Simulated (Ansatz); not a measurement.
The system is KFeAs2.

```xyz
4
Lattice="-1.9804 1.9804 6.3830 1.9804 -1.9804 6.3830 1.9804 1.9804 -6.3830" Properties=species:S:1:pos:R:3 pbc="T T T"
As    0.0000    0.0000    4.2222
As    0.0000    0.0000    8.5438
Fe    1.9804    0.0000    3.1915
K     0.0000    0.0000    0.0000
```

The cell comes from a database or a generator and needn't be the stable form of this composition.

Base run:

```yaml
Program: Ansatz 0.2.0
Functional: PBE
Potentials_or_basis: Ansatz PAW
Cutoff: "420 eV (not typed: the program's choice for these potentials)"
k_mesh: 8 × 8 × 8
Occupations: fermi-dirac, width 0.05 eV
Spin: collinear spin, ferromagnetic start
Starting_moments: "[0.0, 0.0, 4.5, 0.0] μB"
Fixed_moment: 4.5 μB
```

Its results: pressure 6.6 GPa; site moments As +0.22; Fe +2.61; K +0.07 μB; largest force 0.899 eV/Å.

Q: The run is repeated on the same cell with these changes: fixed moment from 4.5 μB to 0.8 μB; moments at the start from [0.0, 0.0, 4.5, 0.0] to [0.0, 0.0, 0.8, 0.0]. What comes out?

A: Pressure 0.3 GPa; site moments As -0.02; Fe +0.77; K -0.00 μB; largest force 0.108 eV/Å.

Caveats: the total moment is fixed, so each spin has its own Fermi level; a cell with one magnetic atom can't hold antiferromagnetic order, which such compounds often take; the thresholds are loose for stress.
